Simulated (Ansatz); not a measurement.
# Ta4W: the cost of one run

Program: Ansatz 0.2.0. Level of theory: DFT PBE, scalar-relativistic, plane waves, PAW, unless a step names another level. These are calculated values, not measurements.

1 further run of the same task is left out (it didn't finish).

## (1) Starting point

It takes space group R-3m (No. 166, trigonal). The conventional cell has a = 4.646 Å, b = 4.646 Å, c = 14.264 Å, α = 90.00°, β = 90.00°, γ = 120.00°. Ta (site symmetry 3m) has 3 W at 2.83 Å and 11 Ta at 2.88 to 3.27 Å as nearest neighbours. Ta (site symmetry 3m) has 1 W at 2.79 Å and 7 Ta at 2.81 to 2.88 Å as nearest neighbours. W (site symmetry -3m) has 8 Ta at 2.79 to 2.83 Å as nearest neighbours.

Structure file:

```
Ta W
1.0
     2.32306    1.34122    4.75455
    -2.32306    1.34122    4.75455
     0.00000   -2.68244    4.75455
Ta W
4 1
Direct
  0.89751 0.89751 0.89751
  0.10249 0.10249 0.10249
  0.69561 0.69561 0.69561
  0.30439 0.30439 0.30439
  0.50000 0.50000 0.50000
```

It is the end of an earlier relaxation with the same method, from a generated guess; it needn't be the stable form of this composition. At a tolerance of 0.05 Å it has space group R-3m (No. 166); it has 17.78 Å³/atom, an uncorrected energy of -0.04 eV/atom over the elements.

## (2) Electronic structure at the relaxed geometry

input.yaml reads:

```yaml
crystal:
  lattice:
    - [2.3230572002, 1.3412176999, 4.7545499]
    - [-2.3230572002, 1.3412176999, 4.7545499]
    - [0.0, -2.6824353998, 4.7545499]
  atoms:
    - { symbol: Ta, position: [0.897513, 0.897513, 0.897513] }
    - { symbol: Ta, position: [0.102487, 0.102487, 0.102487] }
    - { symbol: Ta, position: [0.69561, 0.69561, 0.69561] }
    - { symbol: Ta, position: [0.30439, 0.30439, 0.30439] }
    - { symbol: W, position: [0.5, 0.5, 0.5] }
basis:
  ecutwfc: 420
kpoints:
  mp_grid: { grid: [12, 12, 12] }
  band_path:
    path:
      - [[0.0, 0.0, 0.0], [0.5, 0.5, 0.5], [0.78028296, 0.21971704, 0.5]]
      - [[0.5, -0.21971704, 0.21971704], [0.5, 0.0, 0.0], [0.0, 0.0, 0.0], [0.35985852, -0.35985852, 0.0]]
      - [[0.64014148, 0.0, 0.35985852], [0.5, 0.0, 0.5], [0.0, 0.0, 0.0]]
    npoints: 14
hamiltonian:
  xc: pbe
scf:
  occupations: { method: gaussian, width: 0.1 }
  n_extra_bands: 12
output:
  forces: true
  stress: true
  eigenvalues: true
  populations: true
  dos: { projected: true, de: 0.02, nscf_kmesh: { grid: [15, 15, 15] } }
  bader: true
```

On the command line:

```sh
$ ansatz run input.yaml --threads 1 --pin off --max-ram 3072MiB --backend cpu --events-out ev --progress --plain --runs-dir out
```

Q: Estimate wall time and peak memory on 1 thread of Intel Xeon Platinum 8375C at 2.90GHz (Ice Lake), shared host.

About 3 min, with a peak of 1.1 GiB.
